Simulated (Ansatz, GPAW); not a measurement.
KScS₂: PBE in single-zeta orbitals, run from Python

These are simulated results from GPAW 26.7.0, not measurements. The cell was built from a prototype and was relaxed with r2SCAN in plane waves (Ansatz 0.2.0). It may be hypothetical. All runs are without spin polarisation.

The symmetry is P4/mmm (No. 123, tetragonal); conventional cell a = 4.035 Å, c = 5.465 Å, 22.25 Å³ an atom. Around K lie 6 S at 2.73–2.85 Å; around S lie 2 K at 2.73 Å and 4 Sc at 2.85 Å; around Sc lie 6 S at 2.73–2.85 Å; around S lie 2 Sc at 2.73 Å and 4 K at 2.85 Å.

The basis is minimal: single zeta, one radial function for each shell that the log's basis lists. It describes the filled bands fairly and the empty ones poorly.

Input script:

```python
import json
from ase import Atoms
from gpaw import GPAW, PW, FermiDirac

atoms = Atoms(['K', 'S', 'Sc', 'S'],
              cell=[[4.03526, -0.0, 0.0], [0.0, 4.03526, 0.0], [0.0, 0.0, 5.465493]],
              scaled_positions=[[-0.0, 0.0, 0.0], [-0.0, 0.0, 0.5], [0.5, 0.5, 0.5], [0.5, 0.5, 0.0]],
              pbc=True)
calc = GPAW(mode='lcao', basis='sz(dzp)', h=0.2, xc='PBE', kpts={'size': (4, 4, 4), 'gamma': True},
            occupations=FermiDirac(0.02), maxiter=100, legacy_gpaw=True, txt='gpaw.txt')
atoms.calc = calc
res = {'energy': atoms.get_potential_energy(force_consistent=True)}
res['electrons'] = calc.get_number_of_electrons()
res['k'] = calc.get_ibz_k_points().tolist()
res['levels'] = [calc.get_eigenvalues(kpt=i).tolist() for i in range(len(res['k']))]
points = [[0.0, 0.0, 0.0], [0.0, 0.5, 0.0], [0.5, 0.5, 0.0], [0.0, 0.0, 0.5], [0.0, 0.5, 0.5], [0.5, 0.5, 0.5]]
bands = calc.fixed_density(kpts=points, symmetry='off', txt='bands.txt')
res['points'] = [bands.get_eigenvalues(kpt=i).tolist() for i in range(len(points))]
json.dump(res, open('results.json', 'w'))
print('free energy (eV):', round(res['energy'], 5))
```

Command: `python run.py`. It took 73 s on 1 thread of AMD EPYC 9R45 96-Core Processor (Zen 5), with other jobs on the host, peak memory 0.21 GiB.

The log gpaw.txt, trimmed of paths, versions and times, then the last line on the terminal. An iter line gives the energy in eV and the logarithms of the changes of orbitals (plane waves alone) and density (c: converged):

```
___ ___ ___ _ _ _
 |   |   |_  | | | |

 | | | | | . | | | |

 |__ |  _|___|_____|  26.7.0
 |___|_|

Input parameters:
  basis: sz(dzp)
  h: 0.2
  kpts: {gamma: True,
         size: (4, 4, 4)}
  maxiter: 100
  mode: lcao
  occupations: {fixmagmom: False,
                name: fermi-dirac,
                width: 0.02}
  xc: PBE

System changes: positions, numbers, cell, pbc, initial_charges, initial_magmoms

Initialize ...

species:
  K:
    name:    Potassium
    Z:       19.0
    valence: 9
    core:    10
    charge:  0.0  # [|e|]
    compensation charges:
      type: gauss
      rc: 0.35  # [Å]
      lmax: 2
    cutoffs:
      filter: 1.91  # [Å]
      core: 1.27  # [Å]
    projectors
    | kind |    occ | energy [eV] | rcut [Å] |

    |------|--------|-------------|----------|

    |   3s |  2.000 |     -35.338 |    1.122 |

    |   4s |  1.000 |      -2.319 |    1.122 |

    |   3p |  6.000 |     -18.813 |    1.106 |

    |    p |        |       8.398 |    1.106 |

    |    d |        |       0.000 |    0.937 |

    LCAO basis set for K:
      Name: sz(dzp)
      Number of radial functions: 4
      Number of spherical harmonics: 8
        l=0, rc=4.2656 Bohr: 3s-sz confined orbital
        l=0, rc=13.1094 Bohr: 4s-sz confined orbital
        l=1, rc=5.0312 Bohr: 3p-sz confined orbital
        l=1, rc=16.0000 Bohr: 4p-sz confined orbital
      Number of RI-basis functions 0

  S:
    name:    Sulfur
    Z:       16.0
    valence: 6
    core:    10
    charge:  0.0  # [|e|]
    compensation charges:
      type: gauss
      rc: 0.24  # [Å]
      lmax: 2
    cutoffs:
      filter: 1.77  # [Å]
      core: 1.66  # [Å]
    projectors
    | kind |    occ | energy [eV] | rcut [Å] |

    |------|--------|-------------|----------|

    |   3s |  2.000 |     -17.254 |    0.974 |

    |   3p |  4.000 |      -7.008 |    0.979 |

    |    s |        |       9.957 |    0.974 |

    |    p |        |      20.203 |    0.979 |

    |    d |        |       0.000 |    0.900 |

    LCAO basis set for S:
      Name: sz(dzp)
      Number of radial functions: 2
      Number of spherical harmonics: 4
        l=0, rc=5.5156 Bohr: 3s-sz confined orbital
        l=1, rc=6.9375 Bohr: 3p-sz confined orbital
      Number of RI-basis functions 0

  Sc:
    name:    Scandium
    Z:       21.0
    valence: 11
    core:    10
    charge:  0.0  # [|e|]
    compensation charges:
      type: gauss
      rc: 0.39  # [Å]
      lmax: 2
    cutoffs:
      filter: 2.14  # [Å]
      core: 1.08  # [Å]
    projectors
    | kind |    occ | energy [eV] | rcut [Å] |

    |------|--------|-------------|----------|

    |   3s |  2.000 |     -55.031 |    1.228 |

    |   4s |  2.000 |      -4.183 |    1.228 |

    |   3p |  6.000 |     -33.625 |    1.281 |

    |   4p |  0.000 |      -1.467 |    1.281 |

    |   3d |  1.000 |      -3.233 |    1.196 |

    |    d |        |      23.979 |    1.196 |

    LCAO basis set for Sc:
      Name: sz(dzp)
      Number of radial functions: 5
      Number of spherical harmonics: 13
        l=0, rc=3.6250 Bohr: 3s-sz confined orbital
        l=0, rc=10.2500 Bohr: 4s-sz confined orbital
        l=1, rc=4.1406 Bohr: 3p-sz confined orbital
[... 4 lines left out ...]
Reference energy: -58886.376134  # eV

Spin-paired calculation

Convergence criteria:
 Maximum [total energy] change in last 3 cyles: 0.0005 eV / valence electron
 Maximum integral of absolute [dens]ity change: 0.0001 electrons / valence electron
 Maximum integral of absolute [eigenst]ate change: 4e-08 eV^2 / valence electron
 Maximum number of scf [iter]ations: 100
 (Square brackets indicate name in SCF output, whereas a 'c' in
 the SCF output indicates the quantity has converged.)

Symmetries present (total): 16

  ( 1  0  0)  ( 1  0  0)  ( 1  0  0)  ( 1  0  0)  ( 0  1  0)  ( 0  1  0)
  ( 0  1  0)  ( 0  1  0)  ( 0 -1  0)  ( 0 -1  0)  ( 1  0  0)  ( 1  0  0)
  ( 0  0  1)  ( 0  0 -1)  ( 0  0  1)  ( 0  0 -1)  ( 0  0  1)  ( 0  0 -1)

  ( 0  1  0)  ( 0  1  0)  ( 0 -1  0)  ( 0 -1  0)  ( 0 -1  0)  ( 0 -1  0)
  (-1  0  0)  (-1  0  0)  ( 1  0  0)  ( 1  0  0)  (-1  0  0)  (-1  0  0)
  ( 0  0  1)  ( 0  0 -1)  ( 0  0  1)  ( 0  0 -1)  ( 0  0  1)  ( 0  0 -1)

  (-1  0  0)  (-1  0  0)  (-1  0  0)  (-1  0  0)
  ( 0  1  0)  ( 0  1  0)  ( 0 -1  0)  ( 0 -1  0)
  ( 0  0  1)  ( 0  0 -1)  ( 0  0  1)  ( 0  0 -1)

64 k-points: 4 x 4 x 4 Monkhorst-Pack grid + [1/8,1/8,1/8]
18 k-points in the irreducible part of the Brillouin zone
       k-points in crystal coordinates                weights
   0:     0.00000000    0.00000000    0.00000000          1/64
   1:     0.00000000    0.00000000    0.25000000          2/64
   2:     0.00000000    0.00000000    0.50000000          1/64
   3:     0.25000000    0.00000000    0.00000000          4/64
   4:     0.25000000    0.00000000    0.25000000          8/64
   5:     0.25000000    0.00000000    0.50000000          4/64
   6:     0.25000000    0.25000000    0.00000000          4/64
   7:     0.25000000    0.25000000    0.25000000          8/64
   8:     0.25000000    0.25000000    0.50000000          4/64
   9:     0.50000000    0.00000000    0.00000000          2/64
          ...
  17:     0.50000000    0.50000000    0.50000000          1/64

Wave functions: LCAO
  Diagonalizer: Serial LAPACK
  Atomic Correction: dense with blas
  Data-type: complex

Occupation numbers: Fermi-Dirac:
  width: 0.0200  # eV

Eigensolver
   LCAO using direct dense diagonalizer

Densities:
  Coarse grid: 20*20*28 grid
  Fine grid: 40*40*56 grid
  Total Charge: 0.000000

Density mixing:
  Method: separate
  Backend: msr1
  Linear mixing parameter: 0.05
  old densities: 10
  Width of damping distribution: 1.1
  Damping of long wavelength oscillations: 20

Hamiltonian:
  XC and Coulomb potentials evaluated on a 40*40*56 grid
  Using the PBE Exchange-Correlation functional
  Interpolation: tri-quintic (5. degree polynomial)
  Poisson solver: FastPoissonSolver using
    Stencil: 6*3+1=19 point O(h^6) finite-difference Laplacian
    FFT axes: [np.int64(0), np.int64(1), np.int64(2)]
    FST axes: []

XC parameters: PBE with 2 nearest neighbor stencil

Memory estimate:
  Process memory now: 124.49 MiB
  Calculator: 36.08 MiB
    Density: 16.46 MiB
      Arrays: 2.22 MiB
      Localized functions: 12.53 MiB
      Mixer: 1.71 MiB
    Hamiltonian: 2.35 MiB
      Arrays: 1.45 MiB
      XC: 0.00 MiB
      Poisson: 0.00 MiB
      vbar: 0.90 MiB
    Wavefunctions: 17.27 MiB
      C [qnM]: 0.19 MiB
      S, T [2 x qmm]: 0.46 MiB
      P [aqMi]: 0.03 MiB
      BasisFunctions: 16.59 MiB
      Eigensolver: 0.00 MiB

Total number of cores used: 1

Number of atoms: 4
Number of atomic orbitals: 29
Number of bands in calculation: 24
Number of valence electrons: 32
Bands to converge: occupied

... initialized

Initializing position-dependent things.

Density initialized from atomic densities
   .---------.
  /|         |

 * |         |

 | |         |

 | |         |

 | |   Sc    |

 S |         |

 | .---------.
 |/    S    /
 K---------*
Positions:
   0 K      0.000000    0.000000    0.000000    ( 0.0000,  0.0000,  0.0000)
   1 S      0.000000    0.000000    2.732747    ( 0.0000,  0.0000,  0.0000)
   2 Sc     2.017630    2.017630    2.732747    ( 0.0000,  0.0000,  0.0000)
   3 S      2.017630    2.017630    0.000000    ( 0.0000,  0.0000,  0.0000)

Unit cell:
           periodic     x           y           z      points  spacing
  1. axis:    yes    4.035260   -0.000000    0.000000    20     0.2018
  2. axis:    yes    0.000000    4.035260    0.000000    20     0.2018
  3. axis:    yes    0.000000    0.000000    5.465493    28     0.1952

  Lengths:   4.035260   4.035260   5.465493
  Angles:   90.000000  90.000000  90.000000

Effective grid spacing dv^(1/3) = 0.1995

iter:   1   -17.848706        c
iter:   2   -17.556999        c -1.23
iter:   3   -17.078035        c -1.28
iter:   4   -17.065501        c -1.52
iter:   5   -16.961685        c -1.61
iter:   6   -16.936916        c -2.11
iter:   7   -16.936292        c -2.67
iter:   8   -16.934791c       c -2.60
iter:   9   -16.934866c       c -3.37
iter:  10   -16.934788c       c -3.48
iter:  11   -16.934778c       c -4.11c

Converged after 11 iterations.

Energy contributions relative to reference atoms: (reference = -58886.376134)

Kinetic:         +2.705753
Potential:       -1.965544
External:        +0.000000
XC:             -18.050019
Entropy (-ST):   -0.000298
Local:           +0.375182
SIC:             +0.000000
--------------------------
Free energy:    -16.934927
Extrapolated:   -16.934778

Showing only first 2 kpts
 Kpt  Band  Eigenvalues  Occupancy
  0    14      4.83326    1.95316
  0    15      4.83326    1.95316
  0    16      4.99522    0.02505
  0    17      5.84548    0.00000

  1    14      4.50083    2.00000
  1    15      4.50083    2.00000
  1    16      4.99661    0.02339
  1    17      5.84668    0.00000

Fermi level: 4.90787

Gap: 0.162 eV
Transition (v -> c):
  (s=0, k=0, n=15, [0.00, 0.00, 0.00]) -> (s=0, k=0, n=16, [0.00, 0.00, 0.00])
No difference between direct/indirect transitions

free energy (eV): -16.93493
```

The gap in the log is over the mesh alone; results.json adds the listed points. PBE in single-zeta orbitals gives a gap of 0.16 eV. On the same cell, plane-wave PBE (Ansatz, 6×6×6 k points and the special points) gives a gap of 0.05 eV and r2SCAN a gap of 0.26 eV; on shared hosts these took about 2.2 and 5.2 core-seconds on the 4-atom cell, against 73 for the script. Semilocal gaps usually lie below measured ones.
